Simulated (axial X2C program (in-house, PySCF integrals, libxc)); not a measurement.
**Linear MoNC⁺ at several levels**

The task here is to estimate one member of a computed series from the others.

The runs use an in-house X2C program for linear molecules on PySCF integrals; all-electron X2C, two-component (2c) or spin-free, Mo dyall-v3z, N dyall-av3z, C dyall-v3z.

All values are calculated.

2 further runs of the same task are left out: 2 set aside as unsound or not needed.

The first run:

File task.json:

```json
{"zs": [42, 7, 6], "q": 1, "bas": ["dyall-v3z", "dyall-av3z", "dyall-v3z"], "r0": [2.04, 1.17], "symm": 0, "scan": ["PBE0", "HF", "LDA"], "levels": ["PBE0", "HF", "B3LYP"], "nst": 2}
```

Keys: zs atomic numbers; q charge; bas basis sets; r0 starting distance in Å; symm equal bonds; scan levels of the two-bond scan (MP2 follows by itself at each HF point); levels methods; nst determinants followed.

On the command line:

```bash
$ python solin.py task.json out
```

Masses Mo 97.905, N 14.003, C 12.000 u.

Steps of the session up to this table: Scan at PBE0, 2c; Scan at HF, 2c; Scan at LDA, 2c.

One table of the session follows, with a row left open; its other results are not shown here.

```
          level  r(Mo–N) (Å)  r(N–C) (Å)  lower stretch (cm⁻¹)  upper stretch (cm⁻¹)
       PBE0, 2c            ?           ?                     ?                     ?
         HF, 2c        1.975       1.165                 533.7                2176.6
        LDA, 2c        1.889       1.197                 523.3                1872.0
        MP2, 2c        1.929       1.196                 547.2                2061.7
PBE0, spin-free        1.914       1.191                 539.1                2001.2
  HF, spin-free        1.976       1.165                 533.8                2176.2
 LDA, spin-free        1.889       1.197                 523.6                1871.8
 MP2, spin-free        1.930       1.196                 547.5                2061.4
```

Q: Estimate the row for PBE0, 2c from the others.

**Answer.** r(Mo–N) (Å): 1.913; r(N–C) (Å): 1.191; lower stretch (cm⁻¹): 538.8; upper stretch (cm⁻¹): 2001.5. In the column «r(Mo–N) (Å)» it lies between LDA, spin-free (1.889) and PBE0, spin-free (1.914).

Scans not shown above were run alike.

MP2 freezes inner shells (threshold -2 hartree). The molecule was held linear; bending was not examined, so a bent shape may lie lower. Open-shell Ω = 0 determinants with evenly filled partner blocks cannot be reached by this program, so the Ω shown need not be the lowest component. Note: several unpaired electrons, one determinant need not be a pure state.
